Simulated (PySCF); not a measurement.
# C10H18O2: the cost of one run

Programs: PySCF 2.14.0, with density-fitted response routines of our own. Each step states its level of theory. These are calculated values for one molecule in the gas phase, unless marked as measured. Atoms are numbered from 0 throughout.

## (1) Starting geometry

30 atoms, charge 0, multiplicity 1; geometry from: GFN2-xTB.

Bonds of the start (Å): C0–C1 1.32, C1–C2 1.50, C1–C3 1.51, C3–C4 1.53, C4–C5 1.53, C5–C6 1.53, C6–C7 1.53, C6–O8 1.42, C6–C9 1.54, C9–O10 1.42, C9–C11 1.53, C11–C3 1.54, C0–H12 1.08, C0–H13 1.07, C2–H14 1.09, C2–H15 1.09, C2–H16 1.09, C3–H17 1.10, C4–H18 1.09, C4–H19 1.09, C5–H20 1.09, C5–H21 1.09, C7–H22 1.08, C7–H23 1.09, C7–H24 1.09, O8–H25 0.96, C9–H26 1.10, O10–H27 0.96, C11–H28 1.09, C11–H29 1.09.

## (2) Relaxing the molecule at PBE0-D3(BJ)/def2-SVP

What the job is given:

```
{"job": {"xc": "PBE0", "basis": "def2-SVP", "d3": "d3bj", "grid": 1, "kind": "geom"}, "charge": 0, "multiplicity": 1}
C      2.337400    -1.435140    -1.155560
C      2.201180    -0.583860    -0.151370
C      3.203320     0.523630     0.032970
C      1.130210    -0.670240     0.916320
C      0.043770    -1.720960     0.664070
C     -0.898120    -1.337960    -0.473580
C     -1.541230     0.039780    -0.287540
C     -2.594780     0.042640     0.824530
O     -2.164010     0.361990    -1.519940
C     -0.427060     1.074120    -0.023590
O     -1.050880     2.335100     0.160090
C      0.444520     0.680590     1.166450
H      3.151950    -1.336730    -1.854090
H      1.669610    -2.255990    -1.338310
H      4.109220     0.313140    -0.529580
H      2.802300     1.471380    -0.325780
H      3.465850     0.640210     1.083100
H      1.653850    -0.946440     1.843340
H     -0.532830    -1.841310     1.583500
H      0.502530    -2.686300     0.448570
H     -1.692090    -2.079960    -0.567250
H     -0.358510    -1.308010    -1.419770
H     -2.205360    -0.371480     1.748650
H     -2.930280     1.060560     1.007640
H     -3.442830    -0.556380     0.501890
H     -2.457000     1.278960    -1.453710
H      0.200350     1.107800    -0.930370
H     -0.371160     2.987190     0.356890
H     -0.181420     0.612170     2.057830
H      1.183800     1.463840     1.347570
```

**Question.** How long does this first job take on 8 threads of Arm Neoverse V2, shared host?

About 5 min.
